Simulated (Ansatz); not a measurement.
# Te3Rh: the cost of one run

Method: DFT PBE, scalar-relativistic, plane waves, PAW, in Ansatz 0.2.0.

## 1. Starting point

It takes space group Pm-3m (No. 221, cubic). Conventional cell: a = 4.777 Å, b = 4.777 Å, c = 4.777 Å, α = 90.00°, β = 90.00°, γ = 90.00°. Around Te (site symmetry 4/mmm) lie 8 Te at 3.38 Å and 4 Rh at 3.38 Å. Rh (site symmetry m-3m) is surrounded by 12 Te at 3.38 Å.

Structure file:

```xyz
4
Lattice="4.7767 0.0000 0.0000 0.0000 4.7767 0.0000 0.0000 0.0000 4.7767" Properties=species:S:1:pos:R:3 pbc="T T T"
Te    0.0000    2.3884    2.3884
Te    2.3884    0.0000    2.3884
Te    2.3884    2.3884    0.0000
Rh    0.0000    0.0000    0.0000
```

This is candidate A: Cu3Au (L1_2) type (Pm-3m, No. 221).

(A quick probe on a coarse mesh, which set the mesh and smearing, is not shown.)

## 3. Coarse relaxation (candidate A)

input.yaml reads:

```yaml
crystal:
  lattice:
    - [4.7767427153, 0.0, 0.0]
    - [0.0, 4.7767427153, 0.0]
    - [0.0, 0.0, 4.7767427153]
  atoms:
    - { symbol: Te, position: [0.0, 0.5, 0.5] }
    - { symbol: Te, position: [0.5, 0.0, 0.5] }
    - { symbol: Te, position: [0.5, 0.5, 0.0] }
    - { symbol: Rh, position: [0.0, 0.0, 0.0] }
basis:
  ecutwfc: 420
kpoints:
  mp_grid: { grid: [4, 4, 4] }
hamiltonian:
  xc: pbe
scf:
  occupations: { method: gaussian, width: 0.1 }
  lower_state_search: "off"
output:
  forces: true
  stress: true
  eigenvalues: true
relax:
  adjacent_minimum: "off"
  f_tol: 0.04
  max_steps: 70
  cell: { stress_tol: 0.4 }
```

Command:

```console
ansatz run input.yaml --threads 1 --pin off --max-ram 2560MiB --backend cpu --events-out ev --progress --plain --runs-dir out
```

What time and memory should one allow on 1 thread of Intel Xeon 6975P-C (Granite Rapids), shared host?

About 7.3 s, with a peak of 0.42 GiB.
